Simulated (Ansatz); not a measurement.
# CH3ClFGaO: up Jacob's ladder to CCSD(T)

Aim: compute CH3ClFGaO with functionals from several rungs and with coupled cluster, and see how far each lands from CCSD(T) at the basis-set limit for the atomisation energy.

Computed with Ansatz 0.2.0, Gaussian basis. Level: functionals in def2-TZVPP, the program's frozen cores in correlated methods.

Levels to be run: LDA (SPW92), PBE-D4, revPBE-D4, BLYP-D4, r2SCAN-D4, B97M-V, PBE0-D4, B3LYP-D4, r2SCANh-D4, r2SCAN0-D4, HSE06-D4, BHLYP-D4, CAM-B3LYP-D4, LC-ωPBE, ωB97X-V, ωB97M-V, B2PLYP, PBE-QIDH; CCSD(T)/def2-SVP; CCSD(T)/def2-TZVPP; MP2/def2-QZVPP; extrapolation to the limit; RPA on PBE.

## Step 1: The relaxed structure

The geometry comes from an earlier relaxation with PBE0-D4 in a triple-zeta def2 set; it is a stationary point, not always the lowest conformer.

SMILES `O[CH2][Ga]([F])[Cl]`, 8 atoms, charge 0, spin multiplicity 1.

Atoms are counted from 1 here; the program's logs count them from 0.

Bond lengths: O1–C2 1.407 Å, O1–H6 0.961 Å, C2–Ga3 1.980 Å, C2–H7 1.098 Å, C2–H8 1.091 Å, Ga3–F4 1.748 Å, Ga3–Cl5 2.141 Å. Angles: C2–O1–H6 109.6°, O1–C2–Ga3 112.2°, O1–C2–H7 112.8°, O1–C2–H8 107.4°, Ga3–C2–H7 109.1°, Ga3–C2–H8 108.2°, H7–C2–H8 106.9°, C2–Ga3–F4 126.4°, C2–Ga3–Cl5 119.7°, F4–Ga3–Cl5 113.9°.

Geometry (Å):

| atom | x (Å) | y (Å) | z (Å) |
| --- | --- | --- | --- |
| O1 | -0.06223 | 1.18470 | 1.20659 |
| C2 | -0.26914 | -0.15468 | 0.82994 |
| Ga3 | 0.40449 | -0.53147 | -0.99383 |
| F4 | 0.89966 | -2.08813 | -1.61594 |
| Cl5 | 0.54626 | 1.05792 | -2.42082 |
| H6 | -0.47982 | 1.76815 | 0.56737 |
| H7 | -1.32279 | -0.45636 | 0.89369 |
| H8 | 0.28356 | -0.78015 | 1.53299 |

## Step 2: LDA

This LDA is Slater exchange with PW92 correlation.

The input, in.yaml:

```yaml
crystal:
  periodic: [false, false, false]
  atoms:
    - {symbol: O, position_ang: [-0.062232, 1.184703, 1.206592]}
    - {symbol: C, position_ang: [-0.269137, -0.154682, 0.829943]}
    - {symbol: Ga, position_ang: [0.404488, -0.531468, -0.993832]}
    - {symbol: F, position_ang: [0.899662, -2.088126, -1.615936]}
    - {symbol: Cl, position_ang: [0.546263, 1.057917, -2.420825]}
    - {symbol: H, position_ang: [-0.479818, 1.768151, 0.567374]}
    - {symbol: H, position_ang: [-1.322794, -0.456356, 0.893694]}
    - {symbol: H, position_ang: [0.283558, -0.780149, 1.532990]}
basis:
  gaussian: {orbitals: def2-TZVPP}
hamiltonian: {xc: lda}
output: {orbitals: {seedname: orbitals}}
```

Started as:

```
> ansatz run in.yaml --threads 4 --pin off --events-out ev --progress --plain --max-ram 10444MiB
```

After this run come: PBE-D4 (GGA); revPBE-D4 (GGA); BLYP-D4 (GGA); r2SCAN-D4 (meta-GGA); B97M-V (meta-GGA); B3LYP-D4 (hybrid); r2SCANh-D4 (hybrid); r2SCAN0-D4 (hybrid); HSE06-D4 (hybrid); BHLYP-D4 (hybrid); CAM-B3LYP-D4 (range-separated); LC-ωPBE (range-separated); ωB97X-V (range-separated); ωB97M-V (range-separated); B2PLYP (double hybrid); PBE-QIDH (double hybrid); CCSD(T) in def2-SVP; CCSD(T) in def2-TZVPP; MP2 in def2-QZVPP; RPA on PBE orbitals.

Q: Predict the results of all the runs planned. Wanted: atomisation energy, CCSD(T)/CBS; farthest beyond LDA; mean size of error, GGA; mean size of error, meta-GGA; mean size of error, hybrid; mean size of error, range-separated; mean size of error, double hybrid; gap, smallest and largest; T1 diagnostic.

The runs gave:

```
                               quantity                                                                                                value
        atomisation energy, CCSD(T)/CBS                                                                                        2794.9 kJ/mol
 functionals within 27.9 kJ/mol (1.0 %)  r2SCAN-D4, B97M-V, PBE0-D4, r2SCANh-D4, HSE06-D4, CAM-B3LYP-D4, LC-ωPBE, ωB97X-V, ωB97M-V, PBE-QIDH
                    farthest beyond LDA                                                                             BHLYP-D4 (-149.7 kJ/mol)
                mean size of error, GGA                                                                                          41.7 kJ/mol
           mean size of error, meta-GGA                                                                                           8.9 kJ/mol
             mean size of error, hybrid                                                                                          52.7 kJ/mol
    mean size of error, range-separated                                                                                          10.9 kJ/mol
      mean size of error, double hybrid                                                                                          37.8 kJ/mol
              gap, smallest and largest                                                            4.49 eV (LDA (SPW92)), 11.61 eV (LC-ωPBE)
                          T1 diagnostic                                                                                               0.0127
triples share of the correlation energy                                                                                                3.7 %
```

What this shows: LDA overbinds by 458.1 kJ/mol (16 %). PBE-D4 is off by +55.8 kJ/mol. Double hybrids carry the basis error of their MP2 part in triple zeta, and no dispersion term here, so their miss is partly the set-up's. The rungs meta-GGA, range-separated miss on average by less than the doubt on the reference (27.9 kJ/mol), so they tie. The reference freezes the cores and leaves out relativity and excitations past (T), and its outer-core shells are covered unevenly, so misses under about 27.9 kJ/mol can't be ranked. Hartree-Fock recovers 70 % of the binding; the rest is correlation. CCSD(T) in def2-SVP is off by -174.7 kJ/mol, which most functionals beat. Orbital gaps span 4.5 to 11.6 eV; exact exchange widens them. Correlated methods include outer-core shells of Ga, which these sets cover unevenly.
